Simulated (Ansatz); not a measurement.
# Ga2BAs3: the band gap up the ladder of functionals

One table from this session's results is given with a row withheld; the runs are named, their logs left out.

Program: Ansatz 0.2.0. PAW datasets, plane waves. Spin-unpolarised throughout. Whether this structure exists isn't addressed.

### Starting point

The cell was relaxed beforehand with r2SCAN.

Space group P3m1 (No. 156), trigonal; conventional cell a = 3.809 Å, c = 9.414 Å, 19.71 Å³ an atom. B has 4 As at 2.07–2.29 Å; Ga has 4 As at 2.38–2.45 Å; Ga has 4 As at 2.38–2.43 Å; As has 3 B at 2.29 Å and 1 Ga at 2.45 Å; As has 4 Ga at 2.38–2.43 Å.

Structure file:

```cif
data_structure
_symmetry_space_group_name_H-M 'P3m1'
_symmetry_Int_Tables_number 156
_cell_length_a 3.8089
_cell_length_b 3.8089
_cell_length_c 9.4135
_cell_angle_alpha 90.000
_cell_angle_beta 90.000
_cell_angle_gamma 120.000
_cell_volume 118.27
loop_
_atom_site_label
_atom_site_type_symbol
_atom_site_symmetry_multiplicity
_atom_site_Wyckoff_symbol
_atom_site_fract_x
_atom_site_fract_y
_atom_site_fract_z
_atom_site_occupancy
B1 B 1 a 0.00000 0.00000 0.00612 1
Ga1 Ga 1 c 0.66667 0.33333 0.67763 1
Ga2 Ga 1 b 0.33333 0.66667 0.32272 1
As1 As 1 c 0.66667 0.33333 0.93744 1
As2 As 1 b 0.33333 0.66667 0.58041 1
As3 As 1 a 0.00000 0.00000 0.22568 1
```

Set-up of the first run:

Input file input.yaml:

```yaml
crystal:
  lattice:
    - [3.8089396349, 0.0, 0.0]
    - [-1.9044698175, 3.2986384853, 0.0]
    - [0.0, 0.0, 9.4135273083]
  atoms:
    - { symbol: B, position: [0.0, 0.0, 0.0061213695] }
    - { symbol: Ga, position: [0.6666666667, 0.3333333333, 0.6776312314] }
    - { symbol: Ga, position: [0.3333333333, 0.6666666667, 0.3227224396] }
    - { symbol: As, position: [0.6666666667, 0.3333333333, 0.9374376138] }
    - { symbol: As, position: [0.3333333333, 0.6666666667, 0.580411801] }
    - { symbol: As, position: [0.0, 0.0, 0.2256755446] }
kpoints:
  mp_grid: { grid: [12, 12, 4] }
  band_path:
    path:
      - [[0.0, 0.0, 0.0], [0.5, 3.40225805053e-18, -7.979226305641e-18], [0.3333333333333, 0.3333333333333, -5.319484203761e-18], [0.0, 0.0, 0.0], [3.252310552031e-35, -3.591477592744e-35, 0.5], [0.5, 3.728615381834e-18, 0.5], [0.3333333333333, 0.3333333333333, 0.5], [3.252310552031e-35, -3.591477592744e-35, 0.5]]
      - [[0.5, 3.728615381834e-18, 0.5], [0.5, 3.40225805053e-18, -7.979226305641e-18]]
      - [[0.3333333333333, 0.3333333333333, 0.5], [0.3333333333333, 0.3333333333333, -5.319484203761e-18]]
    npoints: 10
hamiltonian:
  xc: pbe
scf:
  occupations: { method: fermi_dirac, width: 0.02 }
  n_extra_bands: 5
output:
  forces: true
  stress: true
  eigenvalues: true
  write_density: true
  write_potential: true
  elf: true
  volumetric_format: npy
```

On the command line:

```console
$ ansatz run input.yaml --threads 4 --pin off --max-ram 6451MiB --backend cpu --events-out ev --progress --plain --runs-dir out
```

Steps of the session up to this table: PBE band path; r2SCAN at the same geometry; HSE06; PBE+SOC at the same geometry.

One of the session's tables, all rows but one given; the rest of the session is left out.

| level | gap (eV) |
| --- | --- |
| PBE | 0.12 |
| r2SCAN | 0.34 |
| HSE06 | ? |
| PBE+SOC | 0.01 |

Estimate the missing values for HSE06.

As computed: gap (eV): 0.78. In the column «gap (eV)» it is the highest.

Meshes: PBE 12×12×4, r2SCAN 12×12×4, HSE06 6×6×2, PBE+SOC 12×12×4

Against HSE06, PBE is short by 0.66 eV, at 15 % of it, and r2SCAN 43 %.

Caveats from the session: Warnings in the runs' records: stress exchange threshold loose, stress scf threshold loose.
